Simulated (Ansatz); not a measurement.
# HfIF3: small, medium and large basis sets

An exercise on one series of results from a longer session: the logs are not shown, and one member is left open.

Method: one geometry, several basis sets; program: Ansatz 0.2.0, Gaussian basis.

The runs, in order: PBE0-D4/def2-SVP; ωB97M-V/def2-SVP; PBE0-D4/def2-QZVPP; ωB97M-V/def2-QZVPP; the functionals' def2-TZVPP values are taken from earlier runs.

## The geometry

All runs share one geometry, relaxed beforehand with PBE0-D4 in a triple-zeta def2 set. Hf, I take the def2 core potential; no spin-orbit term is included.

SMILES `[F][Hf]([F])([F])[I]`, 5 atoms, charge 0, spin multiplicity 1.

Atoms are counted from 1 here; the program's logs count them from 0.

Bond lengths: F1–Hf2 1.888 Å, Hf2–F3 1.888 Å, Hf2–F4 1.888 Å, Hf2–I5 2.711 Å. Angles: F1–Hf2–F3 108.6°, F1–Hf2–F4 108.6°, F1–Hf2–I5 110.3°, F3–Hf2–F4 108.6°, F3–Hf2–I5 110.3°, F4–Hf2–I5 110.3°.

The first run:

Input file in.yaml:

```yaml
crystal:
  periodic: [false, false, false]
  atoms:
    - {symbol: F, position_ang: [-0.752838, -0.292656, 1.759077]}
    - {symbol: Hf, position_ang: [0.004697, -0.156690, 0.034745]}
    - {symbol: F, position_ang: [1.742752, -0.893408, 0.080809]}
    - {symbol: F, position_ang: [-1.045866, -1.166992, -1.165790]}
    - {symbol: I, position_ang: [0.101156, 2.436048, -0.750241]}
basis:
  gaussian: {orbitals: def2-SVP}
hamiltonian: {xc: pbe0, dispersion: d4}
output: {orbitals: {seedname: orbitals}}
```

Run with:

```
> ansatz run in.yaml --threads 4 --pin off --events-out ev --progress --plain --max-ram 10444MiB
```

Among the steps run: PBE0-D4 in def2-SVP; ωB97M-V in def2-SVP; PBE0-D4 in def2-QZVPP; ωB97M-V in def2-QZVPP.

One table of the session follows, with a row left open; its other results are not shown here.

It belongs to the step «Functionals by basis». 

| functional | basis | HOMO (eV) |
| --- | --- | --- |
| PBE0-D4 | def2-SVP | -8.38 |
| PBE0-D4 | def2-TZVPP | -8.39 |
| PBE0-D4 | def2-QZVPP | -8.40 |
| ωB97M-V | def2-SVP | -10.44 |
| ωB97M-V | def2-TZVPP | -10.47 |
| ωB97M-V | def2-QZVPP | ? |

Q: Estimate the row for ωB97M-V, def2-QZVPP from the others.

As computed: HOMO (eV): -10.48. In the column «HOMO (eV)» it is the lowest.
